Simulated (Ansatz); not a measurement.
**GaH5O4Si: a ladder of functionals and wavefunction methods**

One table from this session's results is given with a row withheld; the runs are named, their logs left out.

Computed with Ansatz 0.2.0, Gaussian basis. Level: functionals in def2-TZVPP, the program's frozen cores in correlated methods.

Levels to be run: LDA (SPW92), PBE-D4, revPBE-D4, BLYP-D4, r2SCAN-D4, B97M-V, PBE0-D4, B3LYP-D4, r2SCANh-D4, r2SCAN0-D4, HSE06-D4, BHLYP-D4, CAM-B3LYP-D4, LC-ωPBE, ωB97X-V, ωB97M-V, B2PLYP, PBE-QIDH; CCSD(T)/def2-SVP; CCSD(T)/def2-TZVPP; MP2/def2-QZVPP; extrapolation to the limit; RPA on PBE.

### The relaxed structure

The geometry comes from an earlier relaxation with PBE0-D4 in a triple-zeta def2 set; it is a stationary point, not always the lowest conformer.

SMILES `O[Si](O)(O)[O][GaH2]`, 11 atoms, charge 0, spin multiplicity 1.

Atoms are counted from 1 here; the program's logs count them from 0.

Bond lengths: O1–Si2 1.697 Å, O1–H7 0.960 Å, Si2–O3 1.629 Å, Si2–O4 1.626 Å, Si2–O5 1.596 Å, O3–H8 0.959 Å, O4–H9 0.958 Å, O5–Ga6 1.875 Å, Ga6–H10 1.561 Å, Ga6–H11 1.562 Å. Angles: Si2–O1–H7 119.6°, O1–Si2–O3 113.4°, O1–Si2–O4 104.6°, O1–Si2–O5 96.6°, O3–Si2–O4 106.2°, O3–Si2–O5 115.1°, O4–Si2–O5 120.2°, Si2–O3–H8 116.0°, Si2–O4–H9 117.0°, Si2–O5–Ga6 102.2°, O5–Ga6–H10 113.4°, O5–Ga6–H11 114.8°, H10–Ga6–H11 128.8°.

Geometry (Å):

```xyz
11

O     0.0643   -0.8744   -0.8231
Si   -0.1494   -0.1747    0.7081
O     0.7797   -0.8495    1.8629
O    -1.6886   -0.5202    1.1042
O     0.2592    1.3101    0.2909
Ga    0.4307    1.1658   -1.5711
H    -0.5391   -1.5585   -1.1206
H     1.6653   -0.4930    1.9513
H    -1.8745   -0.6731    2.0314
H     1.9134    1.1516   -2.0579
H    -0.8611    1.5160   -2.3761
```

The first run:

Contents of in.yaml:

```yaml
crystal:
  periodic: [false, false, false]
  atoms:
    - {symbol: O, position_ang: [0.064309, -0.874367, -0.823072]}
    - {symbol: Si, position_ang: [-0.149418, -0.174726, 0.708079]}
    - {symbol: O, position_ang: [0.779746, -0.849549, 1.862915]}
    - {symbol: O, position_ang: [-1.688618, -0.520200, 1.104176]}
    - {symbol: O, position_ang: [0.259201, 1.310098, 0.290927]}
    - {symbol: Ga, position_ang: [0.430674, 1.165799, -1.571123]}
    - {symbol: H, position_ang: [-0.539057, -1.558541, -1.120611]}
    - {symbol: H, position_ang: [1.665309, -0.493050, 1.951292]}
    - {symbol: H, position_ang: [-1.874470, -0.673051, 2.031389]}
    - {symbol: H, position_ang: [1.913434, 1.151630, -2.057877]}
    - {symbol: H, position_ang: [-0.861130, 1.515957, -2.376095]}
basis:
  gaussian: {orbitals: def2-TZVPP}
hamiltonian: {xc: lda}
output: {orbitals: {seedname: orbitals}}
```

Launch:

```bash
ansatz run in.yaml --threads 2 --pin off --events-out ev --progress --plain --max-ram 32768MiB --backend cuda --devices 0, --max-vram 18GiB
```

Among the steps run: LDA; PBE-D4 (GGA); revPBE-D4 (GGA); BLYP-D4 (GGA); r2SCAN-D4 (meta-GGA); B97M-V (meta-GGA); B3LYP-D4 (hybrid); r2SCANh-D4 (hybrid); r2SCAN0-D4 (hybrid); HSE06-D4 (hybrid); BHLYP-D4 (hybrid); CAM-B3LYP-D4 (range-separated); LC-ωPBE (range-separated); ωB97X-V (range-separated); ωB97M-V (range-separated); B2PLYP (double hybrid); PBE-QIDH (double hybrid).

One of the session's tables, all rows but one given; the rest of the session is left out.

It belongs to the step «Orbital energies across the functionals». 

| functional | HOMO (eV) | gap (eV) |
| --- | --- | --- |
| LDA (SPW92) | -6.71 | 5.37 |
| PBE-D4 | -6.59 | 5.50 |
| revPBE-D4 | -6.54 | 5.56 |
| BLYP-D4 | -6.50 | 5.44 |
| r2SCAN-D4 | -6.93 | 6.27 |
| B97M-V | -7.03 | 6.08 |
| PBE0-D4 | -8.00 | 7.73 |
| B3LYP-D4 | -7.79 | 7.23 |
| r2SCANh-D4 | -7.45 | 7.07 |
| r2SCAN0-D4 | -8.22 | 8.22 |
| HSE06-D4 | -7.59 | 6.96 |
| BHLYP-D4 | -9.31 | 9.75 |
| CAM-B3LYP-D4 | -9.41 | 9.98 |
| LC-ωPBE | -10.76 | 12.57 |
| ωB97X-V | ? | ? |
| ωB97M-V | -10.26 | 11.55 |

Q: Estimate the row for ωB97X-V from the others.

**Answer.** HOMO (eV): -10.42; gap (eV): 12.05. In the column «HOMO (eV)» it lies between LC-ωPBE (-10.76) and ωB97M-V (-10.26).
